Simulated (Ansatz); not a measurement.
ZnNi3N, space group Pm-3m, a frozen displacement of one atom

Computed with the Ansatz DFT code, driven from Python.

Run as a notebook:

```python
import warnings

import ansatz as az
import numpy as np
```

```python
params = {
    "functional": "pbesol",
    "occupations": "Fermi-Dirac",
    "kmesh": (6, 6, 6),
}
```

```python
warnings.simplefilter("ignore", az.DeckWarning)
```

```python
lattice = az.Lattice.of(
    (3.72701343, 0.0, 0.0),
    (0.0, 3.72701343, 0.0),
    (0.0, 0.0, 3.72701343),
)
sites = [
    ("Zn", (0.0, 0.0, 0.0)),
    ("Ni", (0.0, 0.5, 0.5)),
    ("Ni", (0.5, 0.5, 0.0)),
    ("Ni", (0.5, 0.0, 0.5)),
    ("N", (0.5, 0.5, 0.5)),
]
xtal = az.Crystal(lattice=lattice)
for symbol, position in sites:
    xtal = xtal.atom(symbol, position)
xtal = xtal.moments(Ni=1.5)
```

```python
xtal.resolved().sites[-1]
```

    Site(symbol='N', position=(0.5, 0.5, 0.5), moment=None, axis=None, held=None, saved=None)

```python
inverse = np.linalg.inv(np.array(xtal.lattice.vectors))
home = np.array(xtal.sites[4].position)
values = np.linspace(-0.1, 0.1, 5)
energies, pulls = [], []
for shift in values:
    moved = xtal.move(4, to=home + shift * inverse[2])
    job = (
        moved.calculation()
        .functional(params["functional"])
        .spin(az.SpinTreatment.COLLINEAR)
        .occupations(params["occupations"])
        .kpoints(mesh=params["kmesh"])
        .forces()
    )
    summary = job.run().report
    energies.append(summary["free_energy_ev"])
    pulls.append(summary["forces_ev_ang"][4][2])

print("shift (A)   dE (eV)   force along z (eV/A)")
for shift, e, f in zip(values, energies, pulls):
    print(f"{shift:8.3f} {e - energies[2]:10.5f} {f:12.4f}")
print(f"stiffness from energies {2 * np.polyfit(values, energies, 2)[0]:.3f}, from forces {-np.polyfit(values, pulls, 1)[0]:.3f} eV/A^2")
```

    RunWarning: the starting moments were not kept: the SCF closed with an absolute magnetisation of 6.4e-6 μB, where they sum to 4.5 μB in size (3 sites). That is at most 0.1 of that sum. Measured as dr2_m measures the in/out step, that magnetisation stands 1.9e-11 eV from none, at or under the dr2_threshold of 1.0e-7 [...]
    shift (A)   dE (eV)   force along z (eV/A)
      -0.100    0.07952       1.6464
      -0.050    0.01936       0.7812
       0.000    0.00000       0.0000
       0.050    0.01936      -0.7812
       0.100    0.07952      -1.6464
    stiffness from energies 15.964, from forces 16.296 eV/A^2

The curvature of the energy gives 15.964 eV/Å² and the slope of the force 16.296 eV/Å², a positive curvature.

What to keep in mind:
- The SCF didn't keep the moments it started from (some shrank, vanished or turned); what is printed is the state reached.
- For a metal this k-point mesh is coarse: on a finer one energies can move by several to tens of meV an atom and pressures by half a GPa or more, differences at one mesh by less.
- In a metal a curvature from energy changes of a few meV or less hangs on mesh and smearing, in size and even in sign.
- This cell is a computed structure, which may not be the phase found in nature.
- Warnings are shown shortened and without file and line.
- All periodic images of the atom move with it, so the curvature is one diagonal element of the zone-centre force constants and no normal mode; a positive value doesn't exclude soft modes in which several atoms move.
- The script silences the warnings on its input, which a real study should read.
- Run time: 2.8 min on 1 thread of Arm Neoverse V1 (shared host), peak memory 0.55 GiB.
